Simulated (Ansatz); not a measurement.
# BrH₅OSi: search for a transition state, part 1 of 2

Is there a first-order saddle for this four-centre ligand exchange, which should form Si1–Br7, H2–H6 and break Si1–H2, H6–Br7, and which two structures does it connect?

The runs use Ansatz 0.2.0, Gaussian basis; PBE0-D4, def2-SVP first, then def2-TZVP.

152 further runs of the same task are left out: 152 set aside as unsound or not needed. Runs told in other sessions of the task aren't counted.

**1. The system as given**

The guess: 8 atoms, charge 0, spin multiplicity 1.

Atoms are counted from 1 here; the program's logs count them from 0.

Bond lengths: Si1–H3 1.455 Å, Si1–H4 1.440 Å, Si1–O5 1.592 Å, O5–H8 0.961 Å. Angles: H3–Si1–H4 117.3°, H3–Si1–O5 100.7°, H4–Si1–O5 126.6°, Si1–O5–H8 123.2°.

As a file:

```xyz
8

Si    0.1132    0.7741   -0.2241
H     0.4647   -0.9285   -1.2156
H     1.2097    1.4560   -0.8940
H    -1.2250    1.1833   -0.5646
O     0.7139    0.6194    1.2426
H    -0.0352   -1.6234   -0.8980
Br   -1.5469   -1.5597    0.6297
H     0.3055    0.0788    1.9239
```

Distances that are to change: Si1–Br7 2.99 Å, H2–H6 0.91 Å, Si1–H2 2.00 Å, H6–Br7 2.15 Å.

**2. Relaxing the guess with the reacting distances held**

hold/in.yaml reads:

```yaml
crystal:
  periodic: [false, false, false]
  atoms:
    - {symbol: Si, position_ang: [0.113200, 0.774100, -0.224100]}
    - {symbol: H, position_ang: [0.464700, -0.928500, -1.215600]}
    - {symbol: H, position_ang: [1.209700, 1.456000, -0.894000]}
    - {symbol: H, position_ang: [-1.225000, 1.183300, -0.564600]}
    - {symbol: O, position_ang: [0.713900, 0.619400, 1.242600]}
    - {symbol: H, position_ang: [-0.035200, -1.623400, -0.898000]}
    - {symbol: Br, position_ang: [-1.546900, -1.559700, 0.629700]}
    - {symbol: H, position_ang: [0.305500, 0.078800, 1.923900]}
basis:
  gaussian: {orbitals: def2-SVP}
hamiltonian: {xc: pbe0, dispersion: d4}
relax: {f_tol: 0.04, max_steps: 150, escape_saddle: false, constraints: [{distance: [0, 6]}, {distance: [1, 5]}, {distance: [0, 1]}, {distance: [5, 6]}]}
```

Run with:

```console
> ansatz run in.yaml --threads 4 --pin off --events-out ev --progress --plain --max-ram 9574MiB
```

Output (excerpt; [...] marks lines left out):

```text
Functional definition: PBE0
  name "PBE0"
  cite "Adamo & Barone, J. Chem. Phys. 110, 6158 (1999) doi:10.1063/1.478522"
  cite "Perdew, Burke & Ernzerhof, Phys. Rev. Lett. 77, 3865 (1996) doi:10.1103/PhysRevLett.77.3865"
  parent pbe
[...]
917 factors; integrals over basis functions are off by at most 3.8e-4 eV
[...]
mean field -80024.86891989 eV, -2940.8596900016 hartree, gradient 8.1e-5 eV, S^2 0.000000; 0 other end points of the search recorded, 0 dependent functions left out
[...]
reference -80024.86894366 eV, -2940.8596908752 hartree; 31, 31 occupied and 58, 58 virtual orbitals, 917 factors
relax step   1: F+E_penalty+E_count = -80025.02062030 eV  Δ(F+E_penalty+E_count) = +0.000e0 eV  max|allowed force component| = 1.006e0 eV/Å  Δτ_max = 0.0000 Å  (25 SCF iters, accepted)
[...]
relax step   7: F+E_penalty+E_count = -80025.55884185 eV  Δ(F+E_penalty+E_count) = -2.305e-3 eV  max|allowed force component| = 5.293e-2 eV/Å  Δτ_max = 0.0258 Å  (25 SCF iters, accepted)
[...]
relax step   8: F+E_penalty+E_count = -80025.55944426 eV  Δ(F+E_penalty+E_count) = -6.024e-4 eV  max|allowed force component| = 2.576e-2 eV/Å  Δτ_max = 0.0229 Å  (25 SCF iters, accepted)
  distance Si 0 - Br 6 held at 2.988566 Å   reaction = +4.3415e-1 eV/Å
  distance H 1 - H 5 held at 0.913048 Å   reaction = +8.2278e-1 eV/Å
  distance Si 0 - H 1 held at 2.001367 Å   reaction = +6.3745e-1 eV/Å
  distance H 5 - Br 6 held at 2.150154 Å   reaction = +2.8780e-1 eV/Å
917 factors; integrals over basis functions are off by at most 6.9e-4 eV
[...]
mean field -80025.41578546 eV, -2940.8797869406 hartree, gradient 2.3e-5 eV, S^2 0.000000; 1 other end points of the search recorded, 0 dependent functions left out
[...]
reference -80025.41580881 eV, -2940.8797877987 hartree; 31, 31 occupied and 58, 58 virtual orbitals, 917 factors
Total energy: -80025.55946761 eV, -2940.8850671623 hartree
Atom 0 at     0.148500     0.691211    -0.201063 Å, force    -0.128191    -0.831528    -0.260060 eV/Å
Atom 1 at     0.487007    -0.864008    -1.414398 Å, force    -0.604698     0.192682     0.967684 eV/Å
Atom 2 at     1.258246     1.286922    -0.983149 Å, force    -0.003572     0.014583    -0.000428 eV/Å
Atom 3 at    -1.188819     1.125851    -0.647299 Å, force     0.003424    -0.003640     0.010394 eV/Å
Atom 4 at     0.680530     0.590838     1.328740 Å, force     0.015185    -0.000641     0.023427 eV/Å
Atom 5 at    -0.072060    -1.183315    -0.766985 Å, force     0.318490     0.225061    -0.373881 eV/Å
Atom 6 at    -1.423075    -1.624947     0.846359 Å, force     0.407585     0.402894    -0.369094 eV/Å
Atom 7 at     0.109571    -0.022552     1.837695 Å, force    -0.008223     0.000589     0.001958 eV/Å
Dipole moment:     0.436859     0.652725    -0.538606 e Å
```

Wall time 11 s (4 threads of Arm Neoverse V2, shared host).

Relaxation path:

| step | energy from step 1 (eV) | largest force component (eV/Å) |
| --- | --- | --- |
| 1 | 0.0000 | 1.0060 |
| 2 | -0.3516 | 0.6306 |
| 3 | -0.4879 | 0.3268 |
| 4 | -0.5108 | 0.3671 |
| 5 | -0.5276 | 0.2748 |
| 6 | -0.5359 | 0.1637 |
| 7 | -0.5382 | 0.0529 |
| 8 | -0.5388 | 0.0258 |

Close pairs (by a distance rule), those that changed most:

| bond | before (Å) | after (Å) | change (Å) |
| --- | --- | --- | --- |
| Si1–H4 | 1.440 | 1.475 | +0.035 |
| Si1–O5 | 1.592 | 1.623 | +0.030 |
| Si1–H3 | 1.455 | 1.483 | +0.028 |
| O5–H8 | 0.961 | 0.980 | +0.020 |

**3. A starting Hessian**

hessian/in.yaml reads:

```yaml
crystal:
  periodic: [false, false, false]
  atoms:
    - {symbol: Si, position_ang: [0.148500, 0.691211, -0.201063]}
    - {symbol: H, position_ang: [0.487007, -0.864008, -1.414398]}
    - {symbol: H, position_ang: [1.258246, 1.286922, -0.983149]}
    - {symbol: H, position_ang: [-1.188819, 1.125851, -0.647299]}
    - {symbol: O, position_ang: [0.680530, 0.590838, 1.328740]}
    - {symbol: H, position_ang: [-0.072060, -1.183315, -0.766985]}
    - {symbol: Br, position_ang: [-1.423075, -1.624947, 0.846359]}
    - {symbol: H, position_ang: [0.109571, -0.022552, 1.837695]}
basis:
  gaussian: {orbitals: def2-SVP}
hamiltonian: {xc: pbe0, dispersion: d4}
phonons: {}
scf: {lower_state_search: off}
```

Run with:

```console
> ansatz run in.yaml --threads 4 --pin off --events-out ev --progress --plain --max-ram 9574MiB
```

Output (excerpt; [...] marks lines left out):

```text
[... 5 set-up lines as earlier in the session ...]
[...]
913 factors; integrals over basis functions are off by at most 3.9e-4 eV
[...]
mean field -80025.41578316 eV, -2940.8797868559 hartree, gradient 2.0e-6 eV, S^2 0.000000; 0 other end points of the search recorded, 0 dependent functions left out
[...]
reference -80025.41580636 eV, -2940.8797877085 hartree; 31, 31 occupied and 58, 58 virtual orbitals, 913 factors
[... from here to the last solve, the lines of the solves are left out (47 solves) ...]
913 factors; integrals over basis functions are off by at most 3.9e-4 eV
[...]
mean field -80025.41574760 eV, -2940.8797855492 hartree, gradient 1.1e-6 eV, S^2 0.000000; 0 other end points of the search recorded, 0 dependent functions left out
[...]
WARN: phonons: modes at or below zero, which the zero-point energy, F, S and C_V leave out: 1, the lowest at -749.40 cm⁻¹. A minimum has none, and a first-order saddle one
[...]
Atom 0 at     0.148500     0.691211    -0.201063 Å, force    -0.128221    -0.831625    -0.260066 eV/Å
Atom 1 at     0.487007    -0.864008    -1.414398 Å, force    -0.604708     0.192672     0.967674 eV/Å
Atom 2 at     1.258246     1.286922    -0.983149 Å, force    -0.003558     0.014587    -0.000417 eV/Å
Atom 3 at    -1.188819     1.125851    -0.647299 Å, force     0.003421    -0.003589     0.010407 eV/Å
Atom 4 at     0.680530     0.590838     1.328740 Å, force     0.015231    -0.000565     0.023452 eV/Å
Atom 5 at    -0.072060    -1.183315    -0.766985 Å, force     0.318516     0.225102    -0.373836 eV/Å
Atom 6 at    -1.423075    -1.624947     0.846359 Å, force     0.407559     0.402846    -0.369094 eV/Å
Atom 7 at     0.109571    -0.022552     1.837695 Å, force    -0.008240     0.000573     0.001880 eV/Å
Dipole moment:     0.436857     0.652724    -0.538605 e Å
Vibrations: -749.40 128.55 203.74 324.49 539.77 631.96 660.03 682.22 848.82 934.32 996.99 1007.68 1109.96 1351.30 2292.96 2334.80 2398.14 3608.29 cm⁻¹, zero-point energy 1.243191 eV
Checks for a lower state left out: stability, starts, cluster_reference, orbital_swaps, neighbouring_geometries, increment
```

It took 36 s on 4 threads of Arm Neoverse V2, shared host.

The structure is not stationary yet, so these wavenumbers are no spectrum; the search needs only the force constants.

**4. Saddle search in the small basis**

A small driver takes partitioned rational-function steps: uphill along one mode, downhill along the rest. It calls the program once a step for energy and forces and updates the Hessian by Bofill's formula. It stops when the largest force is under 0.04 eV/Å and the followed curvature is negative. The first step's input:

presaddle/in.yaml reads:

```yaml
crystal:
  periodic: [false, false, false]
  atoms:
    - {symbol: Si, position_ang: [0.148500, 0.691211, -0.201063]}
    - {symbol: H, position_ang: [0.487007, -0.864008, -1.414398]}
    - {symbol: H, position_ang: [1.258246, 1.286922, -0.983149]}
    - {symbol: H, position_ang: [-1.188819, 1.125851, -0.647299]}
    - {symbol: O, position_ang: [0.680530, 0.590838, 1.328740]}
    - {symbol: H, position_ang: [-0.072060, -1.183315, -0.766985]}
    - {symbol: Br, position_ang: [-1.423075, -1.624947, 0.846359]}
    - {symbol: H, position_ang: [0.109571, -0.022552, 1.837695]}
basis:
  gaussian: {orbitals: def2-SVP}
hamiltonian: {xc: pbe0, dispersion: d4}
output: {forces: true}
scf: {lower_state_search: off}
```

Run with:

```console
> ansatz run in.yaml --threads 4 --pin off --events-out ev --progress --plain --max-ram 9574MiB
```

Step by step:

| step | energy (eV) | largest force (eV/Å) | followed curvature (eV/Å²) |
| --- | --- | --- | --- |
| 1 | -80025.55946 | 0.9677 | -3.80 |
| 2 | -80025.74378 | 0.5484 | -3.89 |
| 3 | -80025.75527 | 0.5020 | -3.70 |
| 4 | -80025.77336 | 0.0756 | -3.86 |
| 5 | -80025.77392 | 0.0225 | -3.66 |

The 5 steps took 4.2 s in all (4 threads of Arm Neoverse V2, shared host).

**5. Saddle search in triple zeta**

A small driver takes partitioned rational-function steps: uphill along one mode, downhill along the rest. It calls the program once a step for energy and forces and updates the Hessian by Bofill's formula. It stops when the largest force is under 0.01 eV/Å and the followed curvature is negative. The first step's input:

saddle/in.yaml reads:

```yaml
crystal:
  periodic: [false, false, false]
  atoms:
    - {symbol: Si, position_ang: [0.107671, 0.557625, -0.205183]}
    - {symbol: H, position_ang: [0.455699, -0.762764, -1.314718]}
    - {symbol: H, position_ang: [1.212699, 1.203217, -0.969958]}
    - {symbol: H, position_ang: [-1.191384, 1.093556, -0.661500]}
    - {symbol: O, position_ang: [0.705212, 0.594669, 1.319239]}
    - {symbol: H, position_ang: [-0.100775, -1.180510, -0.777374]}
    - {symbol: Br, position_ang: [-1.365269, -1.565028, 0.677789]}
    - {symbol: H, position_ang: [0.176046, 0.059235, 1.931604]}
basis:
  gaussian: {orbitals: def2-TZVP}
hamiltonian: {xc: pbe0, dispersion: d4}
output: {forces: true}
scf: {lower_state_search: off}
```

Run with:

```console
> ansatz run in.yaml --threads 4 --pin off --events-out ev --progress --plain --max-ram 9574MiB
```

Step by step:

| step | energy (eV) | largest force (eV/Å) | followed curvature (eV/Å²) |
| --- | --- | --- | --- |
| 1 | -80039.90714 | 0.5004 | -3.66 |
| 2 | -80039.91842 | 0.0960 | -3.71 |
| 3 | -80039.91892 | 0.0253 | -3.71 |
| 4 | -80039.91900 | 0.0167 | -3.69 |
| 5 | -80039.91904 | 0.0026 | -3.58 |

The 5 steps took 7.6 s in all (4 threads of Arm Neoverse V2, shared host).

Geometry at the end of the search:

```xyz
8

Si    0.11576    0.55640   -0.20773
H     0.45702   -0.75639   -1.29087
H     1.21084    1.20782   -0.96805
H    -1.18489    1.07221   -0.65440
O     0.70049    0.59301    1.29848
H    -0.10496   -1.16120   -0.76292
Br   -1.38358   -1.57166    0.66486
H     0.18922    0.05980    1.92054
```

Followed mode, largest move set to 1: H6 (0.60, 0.12, -0.79); H3 (-0.31, -0.51, 0.10); Br7 (-0.03, 0.53, 0.25); Si1 (-0.39, -0.18, 0.38).

(Continued in part 2 of 2.)
